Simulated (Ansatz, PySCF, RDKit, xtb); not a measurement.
**AlBNH3Cl: a search for the lowest isomer**

Only the formula AlBNH3Cl is given (odd number of electrons). Aim: find the structure of lowest free energy at 298.15 K, then its properties.

Plan: many cheap relaxations first (GFN2-xTB), then density-functional screening, relaxation at B3LYP-D3(BJ)/def2-SVP, vibrations and a final energy. The numbers are computed, not measured.

6 further runs of the same task are left out: 6 set aside as unsound or not needed.

## Step 1: Candidates

A program enumerates the bonding patterns with one Lewis structure each (two rings at most, one unusual centre or charged pair), with their diastereomers. O–O, O–halogen and N–halogen bonds and N–N–N chains are not drawn. That gives 25 candidates.

c002 B[NH][Al][Cl]; c017 [AlH][NH]BCl; c028 [NH][AlH2-][B+]Cl; c036 [NH][B@H-]([AlH+])Cl; c045 [BH2][Al]([NH])[Cl]; c087 [NH][B+][AlH2-][Cl]; c129 Cl[B@@H-]1[NH2+][Al]1; c262 B[N][AlH][Cl]; c399 [B]=[NH+][AlH2-][Cl]; c417 [BH+][Al@H-]([NH])[Cl]; c426 [NH][AlH][BH]Cl; c438 [NH][BH][AlH][Cl]; c508 N[BH][Al][Cl]; c556 [AlH2][NH][B]Cl; c577 N[B]([AlH])Cl; c587 [NH2][Al][BH]Cl; c593 N[B][AlH][Cl]; c645 [NH][B]([AlH2])Cl; c647 [Cl][Al@@H-]1[B][NH2+]1; c783 [AlH2][N]BCl; c860 [NH][Al+][BH2-]Cl; c876 [NH2][AlH][B]Cl; c914 [BH][Al]([NH2])[Cl]; c952 [BH][NH][AlH][Cl]; c991 [NH][BH2-][Al+][Cl].

Candidates are built by distance geometry, with a force field where one applies, in up to four conformers (letters a to d). 3 starts with atoms placed at random are added, to find patterns that the rules miss.

Q: Predict the outcome of this search (final energies at CCSD(T)/def2-SVP + MP2/def2-TZVPP - MP2/def2-SVP).

| quantity | value |
| --- | --- |
| lowest structure found | B[NH][Al][Cl], doublet, Cs |
| next finalist | B1[NH][AlH]<-[Cl]1, doublet, 15.3 kcal/mol higher in G |
| share at equilibrium, among the finalists | 100.0 % |
| harmonic wavenumbers, lowest and highest (B3LYP-D3(BJ)/def2-SVP) | 75 and 3541 cm⁻¹ |
| rotational constants, same geometry | 0.7856, 0.06385, 0.05905 cm⁻¹ |
| dipole moment (PBE0/def2-TZVPD) | 0.29 D |
| HOMO energy (highest over α and β) (PBE0/def2-TZVPD) | -6.57 eV |
| LUMO energy (lowest over α and β) (PBE0/def2-TZVPD) | -3.07 eV |
| lowest excitation (TD-B3LYP/def2-SVPD) | 3.45 eV (f = 0.057) |
| vertical ionisation energy (to the singlet cation) | 8.69 eV |
| vertical electron affinity | 1.47 eV |
| vertical quartet less doublet | +5.70 eV |

`B[NH][Al][Cl]` comes out lowest. The margin of 15.3 kcal/mol over the next finalist is beyond the usual error of the last level; it says nothing of structures that weren't ranked. GFN2-xTB, r2SCAN-D4/def2-SVP, B3LYP-D3(BJ)/def2-SVP, HF/def2-SVP and MP2/def2-SVP already put its bonding pattern lowest among the structures in one piece; HF/STO-3G favours the doublet B[N][AlH][Cl] (c262c, not a finalist). The stability test raises a flag; for an open shell a flag towards a general spinor solution can be the free rotation of the spin. The search is not exhaustive (a finite list of starts, one conformer a finalist), so a lower isomer can't be ruled out. Patterns outside the rules of the enumeration were met only by chance.
